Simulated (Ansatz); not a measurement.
Below is the output of a Python script on Ansatz 0.2.0 through its Python package that makes a single point from an input typed as a dict of CuSn, space group P6_3/mmc. Write a script that gives it. Settings: PBEsol, PAW, cutoff 510 eV, 6×6×5 k-points, cold smearing of 0.05 eV.

```
CELL_PARAMETERS angstrom
4.19000 0.00000 0.00000
-2.09500 3.62865 0.00000
0.00000 0.00000 5.08600
ATOMIC_POSITIONS crystal
Cu 0.00000 0.00000 0.00000
Cu 0.00000 0.00000 0.50000
Sn 0.33333 0.66667 0.25000
Sn 0.66667 0.33333 0.75000
```

```console
$ python cusn_deck.py
DeckWarning: the atoms were moved onto the symmetric positions of the space group found under crystal.symmetry.tolerance 1.0e-5 (fractional; no operation is sought that the atoms, as they stand in a round, miss by more than twice it, and no atom is moved by as much as it), and the run uses the moved positions. Before [...]
free energy      -25077.23828 eV
per atom         -6269.30957 eV
SCF iterations   6  (converged: True)
forces (eV/A)
  Cu    0.0000   -0.0000   -0.0000
  Cu    0.0000   -0.0000    0.0000
  Sn    0.0000   -0.0000    0.0000
  Sn    0.0000    0.0000   -0.0000
```
(Warnings from the package without file and line, shortened, repeats left out.)

The script that was run (others could print the same):

`cusn_deck.py`:
```python
# -*- coding: utf-8 -*-
"""Single point of CuSn through the engine session."""

import ansatz as az


def main():
    deck = {
        "crystal": {
            "lattice": [[4.19, 0.0, 0.0], [-2.095, 3.628646, 0.0], [0.0, 0.0, 5.086]],
            "atoms": [
                {"symbol": "Cu", "position": [0.0, 0.0, 0.0]},
                {"symbol": "Cu", "position": [0.0, 0.0, 0.5]},
                {"symbol": "Sn", "position": [0.333333, 0.666667, 0.25]},
                {"symbol": "Sn", "position": [0.666667, 0.333333, 0.75]},
            ],
        },
        "kpoints": {"mp_grid": {"grid": [6, 6, 5]}},
        "hamiltonian": {"xc": "pbesol"},
        "scf": {"occupations": {"method": "cold", "width": 0.05}},
        "basis": {"ecutwfc": 510},
        "output": {"forces": True},
    }

    planned = az.Session.from_dict(deck).plan(threads=1, pin="off")
    done = planned.execute()
    report = done.report

    print(f"free energy      {report['free_energy_ev']:.5f} eV")
    print(f"per atom         {report['free_energy_ev'] / len(done.lattice.sites):.5f} eV")
    print(f"SCF iterations   {report['n_iterations']}  (converged: {report['converged']})")

    # forces in eV per angstrom
    print("forces (eV/A)")
    for site, force in zip(done.lattice.sites, report["forces_ev_ang"]):
        print(f"  {site.symbol:2s} {force[0]:9.4f} {force[1]:9.4f} {force[2]:9.4f}")


if __name__ == "__main__":
    main()
```

Total energies depend on the potentials; only differences at equal settings carry meaning. For a metal this k-point mesh is coarse: on a finer one energies can move by several to tens of meV an atom and pressures by half a GPa or more, differences at one mesh by less. The starting cell is as deposited in a crystallographic database; the results hold for this polymorph, which needn't be the stable one. Hardware and time: 3.4 s on 1 thread of Arm Neoverse V2, with other jobs on the host, peak memory 0.43 GiB.

(A comment or docstring line of the script was reworded after the run, the code is as it ran; lines on the test bed's own set-up are left out of the output.)
